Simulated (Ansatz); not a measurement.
# Al2Cl2F4: the cost of one run

The runs use Ansatz 0.2.0, Gaussian basis; the settings change from run to run.

## 1. The relaxed structure

An earlier PBE0-D4 in a triple-zeta def2 set relaxation fixed the geometry.

SMILES `[F][Al-]1([F])[Cl+][Al-]([F])([F])[Cl+]1`, 8 atoms, charge 0, spin multiplicity 1.

Atoms are counted from 1 here; the program's logs count them from 0.

Bond lengths: F1–Al2 1.633 Å, Al2–F3 1.633 Å, Al2–Cl4 2.252 Å, Al2–Cl8 2.252 Å, Cl4–Al5 2.252 Å, Al5–F6 1.633 Å, Al5–F7 1.633 Å, Al5–Cl8 2.252 Å. Angles: F1–Al2–F3 122.3°, F1–Al2–Cl4 109.5°, F1–Al2–Cl8 109.5°, F3–Al2–Cl4 109.5°, F3–Al2–Cl8 109.5°, Cl4–Al2–Cl8 92.5°, Al2–Cl4–Al5 87.5°, Cl4–Al5–F6 109.5°, Cl4–Al5–F7 109.5°, Cl4–Al5–Cl8 92.5°, F6–Al5–F7 122.3°, F6–Al5–Cl8 109.5°, F7–Al5–Cl8 109.5°, Al2–Cl8–Al5 87.5°.

## 2. BHLYP/def2-SVPD

This run has D3(BJ) dispersion, the search for lower states set to light.

in.yaml

```yaml
crystal:
  periodic: [false, false, false]
  atoms:
    - {symbol: F, position_ang: [1.817368, -0.746723, 1.919489]}
    - {symbol: Al, position_ang: [0.860599, -1.122074, 0.650523]}
    - {symbol: F, position_ang: [0.774491, -2.633879, 0.039288]}
    - {symbol: Cl, position_ang: [1.219880, 0.344030, -1.020390]}
    - {symbol: Al, position_ang: [-0.860589, 1.122105, -0.650505]}
    - {symbol: F, position_ang: [-0.775936, 2.634597, -0.040777]}
    - {symbol: F, position_ang: [-1.816664, 0.744618, -1.919361]}
    - {symbol: Cl, position_ang: [-1.219150, -0.342684, 1.021732]}
basis:
  gaussian: {orbitals: def2-SVPD}
hamiltonian: {xc: {name: BHLYP}, dispersion: d3bj}
scf: {lower_state_search: light}
output: {forces: true}
```

Command:

```console
$ ansatz run in.yaml --threads 4 --pin off --events-out ev --progress --plain --max-ram 11315MiB
```

Q: Estimate wall time and peak memory on 4 threads of Arm Neoverse V1, shared host.

About 5.5 s, with a peak of 0.7 GiB.
